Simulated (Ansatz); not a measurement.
# ClH3Sn: the cost of one run

All numbers below are computed with Ansatz 0.2.0 (RKS revPBE-D4/def2-mTZVP).

## 1. The starting structure

Bond lengths: Sn1–H2 1.940 Å, Sn1–Cl3 2.610 Å, Sn1–H4 1.739 Å, Sn1–H5 1.739 Å. Angles: H2–Sn1–Cl3 45.6°, H2–Sn1–H4 121.2°, H2–Sn1–H5 121.2°, Cl3–Sn1–H4 123.0°, Cl3–Sn1–H5 123.0°, H4–Sn1–H5 109.5°.

As a file:

```xyz
5

Sn    0.0000    0.0000    0.0000
H     0.9230    0.0000    1.7063
Cl    2.5085    0.0000    0.7209
H    -0.8195    1.4198   -0.5794
H    -0.8195   -1.4198   -0.5794
```

## 2. Pulling towards end A

Springs on the bonds that form and break draw the guess towards this end; the thresholds are loose.

input.yaml

```yaml
crystal:
  periodic: [false, false, false]
  atoms:
    - { symbol: Sn, position_ang: [0.0, 0.0, 0.0] }
    - { symbol: H, position_ang: [0.923, 0.0, 1.7063] }
    - { symbol: Cl, position_ang: [2.5085, 0.0, 0.7209] }
    - { symbol: H, position_ang: [-0.8195, 1.4198, -0.5794] }
    - { symbol: H, position_ang: [-0.8195, -1.4198, -0.5794] }
basis:
  gaussian: { orbitals: def2-mTZVP }
hamiltonian:
  xc: revpbe
  dispersion: d4
relax:
  f_tol: 0.15
  max_steps: 25
  restrain:
    - { distance: [1, 2], at: 2.57, k: 30.0 }
    - { distance: [0, 1], at: 1.74, k: 30.0 }
    - { distance: [0, 2], at: 2.41, k: 30.0 }
```

Started as:

```bash
> ansatz run input.yaml --threads 1 --pin off --max-ram 2048MiB --backend cpu --events-out ev --progress --plain --runs-dir out
```

Q: Estimate wall time and peak memory on 1 thread of Arm Neoverse V2, shared host.

About 7.1 s, with a peak of 0.11 GiB.
